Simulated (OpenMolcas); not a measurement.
# Cr²⁺ in CaF2: CASSCF and CASPT2 levels and susceptibility

Aim: the ligand-field states of Cr²⁺ in this surrounding, its lowest levels with spin-orbit coupling and its magnetic susceptibility.

The numbers are computed with OpenMolcas 26.06 (state-averaged CASSCF and CASPT2, spin-orbit coupling by RASSI with atomic mean-field integrals), except any that are marked as measured or tabulated.

## 1. The system

```
Species                           : Cr²⁺ (chromium, Z = 24, 22 electrons)
Basis                             : ANO-RCC-VTZP [6s5p3d2f1g], 171 functions with the ligands
Scalar Hamiltonian                : DKH2, point nucleus
Inactive shells                   : 1s 2s 2p 3s 3p of the metal, and all ligand shells
Active space                      : 4 electrons in 5 orbitals (3d)
Some configurations of this space : 3d⁴
Orbitals                          : optimised for each spin and parity, averaged over all roots
```

Outer shells as boxes (Hund's rule):

3d4
```
3d [↑ ][↑ ][↑ ][↑ ][  ]
```

Cr²⁺ is taken with its 8 nearest fluoride ions at 2.24 Å, on the cation site of CaF2 (a = 5.46294 Å). The rest of the host is ab initio model potentials to 7.6 Å and point charges beyond; the distance is set by hand, nothing relaxes, and no local charge compensation is placed. Ligand basis ANO-RCC-VDZP.

```xyz
21

Cr    0.0000    0.0000    0.0000
F     1.2933    1.2933    1.2933
F     1.2933    1.2933   -1.2933
F     1.2933   -1.2933    1.2933
F     1.2933   -1.2933   -1.2933
F    -1.2933    1.2933    1.2933
F    -1.2933    1.2933   -1.2933
F    -1.2933   -1.2933    1.2933
F    -1.2933   -1.2933   -1.2933
Ca    0.0000    2.7315   -2.7315
Ca    0.0000   -2.7315    2.7315
Ca    0.0000    2.7315    2.7315
Ca    0.0000   -2.7315   -2.7315
Ca    2.7315   -2.7315    0.0000
Ca   -2.7315    2.7315    0.0000
Ca    2.7315    0.0000   -2.7315
Ca   -2.7315    0.0000    2.7315
Ca    2.7315    0.0000    2.7315
Ca   -2.7315    0.0000   -2.7315
Ca    2.7315    2.7315    0.0000
Ca   -2.7315   -2.7315    0.0000
```

The work runs as a chain of OpenMolcas steps in one folder; each step below is one input file. Labels, J, g values, rates, χT and fits are worked out afterwards by a script from the matrices that RASSI stores.

## 2. GATEWAY and SEWARD: basis and integrals

File a.inp:

```
&GATEWAY
Basis set
Cr.ANO-RCC-VTZP.
Cr1 0.0 0.0 0.0 Angstrom
End of basis
Basis set
F.ANO-RCC-VDZP.
L1 1.293265 1.293265 1.293265 Angstrom
L2 1.293265 1.293265 -1.293265 Angstrom
L3 1.293265 -1.293265 1.293265 Angstrom
L4 1.293265 -1.293265 -1.293265 Angstrom
End of basis
Basis set
Ca.EMB-AIMP.Pascual.0s.0s.ECP.CaF2.
PseudoCharge
* 21 symmetry-unique lattice sites within 7.6 angstrom
End of basis
Basis set
F.EMB-AIMP.Pascual.0s.0s.ECP.CaF2.
PseudoCharge
* 40 symmetry-unique lattice sites within 7.6 angstrom
End of basis
Symmetry
XYZ
AngMom=0.0 0.0 0.0
AMFI
RICD
XField
1348 Angstrom 0
* Evjen-weighted lattice charges
&SEWARD
```

Started as:

```sh
$ OMP_NUM_THREADS=1 MOLCAS_MEM=2457 MOLCAS_PROJECT=a pymolcas a.inp > a.log
```

## 3. Reference wave functions, quintets, 5 roots

File a.inp:

```
&RASSCF
FileOrb=start.orb
Symmetry=1
Spin=5
nActEl=4 0 0
Inactive=23 26
Ras2=5 0
CIRoot=5 5 1
SDav=5
CIMx=300
Iter=150 100
PrWF=0.3
OrbListing=Nothing
MaxOrb=0
LevShft=1.0
>>> COPY $Project.JobIph JOB001
```

start.orb holds start orbitals that the driver prepared beforehand, or those of the step before.

## 4. Reference wave functions, triplets, 45 roots

File a.inp:

```
&RASSCF
FileOrb=start.orb
Symmetry=1
Spin=3
nActEl=4 0 0
Inactive=23 26
Ras2=5 0
CIRoot=45 45 1
SDav=45
CIMx=300
Iter=150 100
PrWF=0.3
OrbListing=Nothing
MaxOrb=0
LevShft=1.0
>>> COPY $Project.JobIph JOB002
```

## 5. CASSCF: singlets, 50 roots

File a.inp:

```
&RASSCF
FileOrb=start.orb
Symmetry=1
Spin=1
nActEl=4 0 0
Inactive=23 26
Ras2=5 0
CIRoot=50 50 1
SDav=50
CIMx=300
Iter=150 100
PrWF=0.3
OrbListing=Nothing
MaxOrb=0
LevShft=1.0
>>> COPY $Project.JobIph JOB003
```

## 6. State interaction with spin-orbit coupling

File a.inp:

```
&RASSI
NrOfJobIphs=3 5 45 50
1 2 3 4 5
1 2 3 4 5 6 7 8 9 10 11 12 13 14 15 16 17 18 19 20 21 22 23 24 25 26 27
28 29 30 31 32 33 34 35 36 37 38 39 40 41 42 43 44 45
1 2 3 4 5 6 7 8 9 10 11 12 13 14 15 16 17 18 19 20 21 22 23 24 25 26 27
28 29 30 31 32 33 34 35 36 37 38 39 40 41 42 43 44 45 46 47 48 49 50
IphNames
JOB001
JOB002
JOB003
EJob
SpinOrbit
DIPRint=1.0
SOCoupling=1000.0
Subsets=2
Property=9
'ANGMOM' 1 'ANGMOM' 2 'ANGMOM' 3 'MLTPL  1' 1 'MLTPL  1' 2 'MLTPL  1' 3
'AMFI' 1 'AMFI' 2 'AMFI' 3
SOProperty=3
'ANGMOM' 1 'ANGMOM' 2 'ANGMOM' 3
```

## 7. CASPT2: IPEA 0.25, imaginary shift 0.1 (closed shells correlated: 3s 3p of the metal, with ligand shells; the Frozen line counts the rest)

File a.inp:

```
>>> COPY JOB001 $Project.JobIph
&CASPT2
Multistate=5 1 2 3 4 5
NoMult
Frozen=6 7
IPEA=0.25
Imaginary=0.1
MaxIter=60
WThr=0.0 0.3 0.05
PrWF=0.5
NoMix
>>> COPY JOB002 $Project.JobIph
&CASPT2
Multistate=45 1 2 3 4 5 6 7 8 9 10 11 12 13 14 15 16 17 18 19 20 21 22
23 24 25 26 27 28 29 30 31 32 33 34 35 36 37 38 39 40 41 42 43 44 45
NoMult
Frozen=6 7
IPEA=0.25
Imaginary=0.1
MaxIter=60
WThr=0.0 0.3 0.05
PrWF=0.5
NoMix
>>> COPY JOB003 $Project.JobIph
&CASPT2
Multistate=50 1 2 3 4 5 6 7 8 9 10 11 12 13 14 15 16 17 18 19 20 21 22
23 24 25 26 27 28 29 30 31 32 33 34 35 36 37 38 39 40 41 42 43 44 45 46
47 48 49 50
NoMult
Frozen=6 7
IPEA=0.25
Imaginary=0.1
MaxIter=60
WThr=0.0 0.3 0.05
PrWF=0.5
NoMix
```

(Steps that only read results are left out.)

What does the calculation give? Wanted: spin-free ground state; first state of the same spin within the active space; lowest level; next level.

**Answer**, as computed:

```
                                            quantity                                                                                                                                          value
                                              method  SS-CASPT2, IPEA 0.25, imaginary shift 0.1 (closed shells correlated: 3s 3p of the metal, with ligand shells; the Frozen line counts the rest)
                              spin-free ground state                                                                                                                5T2, 3-fold in its orbital part
first state of the same spin within the active space                                                                                                                                5E at 6060 cm⁻¹
                                        lowest level                                                                                                                                      1-fold A1
                                          next level                                                                                                                                      11.8 cm⁻¹
                                         χT at 300 K                                                                                                                                 2.64 cm³ K/mol
                           effective moment at 300 K                                                                                                                                        4.60 μB
```

Cost by method:

```csv
method,time of its own steps,time with the reference
A. CASSCF,67 s,67 s
"B. SS-CASPT2, IPEA 0.25, imaginary shift 0.1, +3s 3p",13 min,14 min
```

Times are of one thread on a shared host.

The spin-free ground state (5T2) comes to 100 % from free-ion D terms and keeps the highest spin of the shell. χT at 300 K is 2.64, against 3.01 cm³ K/mol for the spin alone, so spin-orbit coupling lowers it. An active space of the d shell alone favours high spin; real ions in strong fields can be low spin. CASPT2 does not keep the components of a term degenerate, and the means are used. With metal d orbitals alone active, the gaps between spin states are rough; where two lie within a few thousand cm-1, their order is open.
